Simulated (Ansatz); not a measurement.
# CH₅MoNO₃: a ladder of functionals and wavefunction methods

An exercise on one series of results from a longer session: the logs are not shown, and one member is left open.

Computed with Ansatz 0.2.0, Gaussian basis. Level: functionals in def2-TZVPP, the program's frozen cores in correlated methods.

The runs, in order: LDA (SPW92), PBE-D4, revPBE-D4, BLYP-D4, r2SCAN-D4, B97M-V, PBE0-D4, B3LYP-D4, r2SCANh-D4, r2SCAN0-D4, HSE06-D4, BHLYP-D4, CAM-B3LYP-D4, LC-ωPBE, ωB97X-V, ωB97M-V, B2PLYP, PBE-QIDH; CCSD(T)/def2-SVP; CCSD(T)/def2-TZVPP; MP2/def2-QZVPP; extrapolation to the limit; RPA on PBE.

## The geometry

An earlier PBE0-D4 in a triple-zeta def2 set relaxation fixed the geometry. Mo takes the def2 core potential; no spin-orbit term is included.

SMILES `C[O][Mo]([NH2])(=[O])=[O]`, 11 atoms, charge 0, spin multiplicity 1.

Atoms are counted from 1 here; the program's logs count them from 0.

Bond lengths: C1–O2 1.407 Å, C1–H7 1.094 Å, C1–H8 1.093 Å, C1–H9 1.095 Å, O2–Mo3 1.860 Å, Mo3–N4 1.928 Å, Mo3–O5 1.683 Å, Mo3–O6 1.682 Å, N4–H10 1.009 Å, N4–H11 1.009 Å. Angles: O2–C1–H7 110.1°, O2–C1–H8 108.6°, O2–C1–H9 111.2°, H7–C1–H8 108.8°, H7–C1–H9 109.0°, H8–C1–H9 109.0°, C1–O2–Mo3 131.9°, O2–Mo3–N4 110.4°, O2–Mo3–O5 108.6°, O2–Mo3–O6 108.8°, N4–Mo3–O5 107.9°, N4–Mo3–O6 108.9°, O5–Mo3–O6 112.2°, Mo3–N4–H10 123.5°, Mo3–N4–H11 123.5°, H10–N4–H11 111.7°.

Set-up of the first run:

in.yaml reads:

```yaml
crystal:
  periodic: [false, false, false]
  atoms:
    - {symbol: C, position_ang: [-0.444546, 0.206262, -1.947873]}
    - {symbol: O, position_ang: [0.476944, 0.470221, -0.918201]}
    - {symbol: Mo, position_ang: [0.281389, 0.572639, 0.928708]}
    - {symbol: N, position_ang: [0.506659, -1.167849, 1.726194]}
    - {symbol: O, position_ang: [-1.277673, 1.103167, 1.274430]}
    - {symbol: O, position_ang: [1.456567, 1.608325, 1.540736]}
    - {symbol: H, position_ang: [-0.514040, -0.871783, -2.123226]}
    - {symbol: H, position_ang: [-0.092722, 0.689407, -2.862420]}
    - {symbol: H, position_ang: [-1.438324, 0.592373, -1.699376]}
    - {symbol: H, position_ang: [-0.263317, -1.771351, 1.972630]}
    - {symbol: H, position_ang: [1.374563, -1.488308, 2.128898]}
basis:
  gaussian: {orbitals: def2-TZVPP}
hamiltonian: {xc: lda}
output: {orbitals: {seedname: orbitals}}
```

Started as:

```bash
$ ansatz run in.yaml --threads 4 --pin off --events-out ev --progress --plain --max-ram 11315MiB
```

Among the steps run: LDA; PBE-D4 (GGA); revPBE-D4 (GGA); BLYP-D4 (GGA); r2SCAN-D4 (meta-GGA); B97M-V (meta-GGA); PBE0-D4 (hybrid); B3LYP-D4 (hybrid); r2SCANh-D4 (hybrid); r2SCAN0-D4 (hybrid); HSE06-D4 (hybrid); BHLYP-D4 (hybrid); CAM-B3LYP-D4 (range-separated); LC-ωPBE (range-separated); ωB97X-V (range-separated); ωB97M-V (range-separated); B2PLYP (double hybrid); PBE-QIDH (double hybrid).

One table of the session follows, with a row left open; its other results are not shown here.

It belongs to the step «Orbital energies across the functionals». 

| functional | HOMO (eV) | LUMO (eV) | gap (eV) |
| --- | --- | --- | --- |
| LDA (SPW92) | -7.00 | -2.84 | 4.17 |
| PBE-D4 | -6.79 | -2.61 | 4.17 |
| revPBE-D4 | -6.71 | -2.53 | 4.18 |
| BLYP-D4 | ? | ? | ? |
| r2SCAN-D4 | -7.12 | -2.56 | 4.56 |
| B97M-V | -7.18 | -2.49 | 4.69 |
| PBE0-D4 | -8.23 | -1.82 | 6.41 |
| B3LYP-D4 | -8.00 | -2.06 | 5.94 |
| r2SCANh-D4 | -7.66 | -2.25 | 5.41 |
| r2SCAN0-D4 | -8.47 | -1.78 | 6.69 |
| HSE06-D4 | -7.83 | -2.20 | 5.63 |
| BHLYP-D4 | -9.60 | -0.89 | 8.71 |
| CAM-B3LYP-D4 | -9.64 | -0.71 | 8.92 |
| LC-ωPBE | -10.97 | 0.48 | 11.45 |
| ωB97X-V | -10.60 | 0.40 | 11.00 |
| ωB97M-V | -10.52 | 0.36 | 10.88 |

Estimate the missing values for BLYP-D4.

Worked estimate for «HOMO (eV)». Against the share of exact exchange, B3LYP-D4 (0.2, -8.00), BHLYP-D4 (0.5, -9.60) give a slope of -5.33 per unit share; at 0 the line stands at -6.93.

The run gave: HOMO (eV): -6.68; LUMO (eV): -2.52; gap (eV): 4.16. In «HOMO (eV)» the line misses by -0.25.
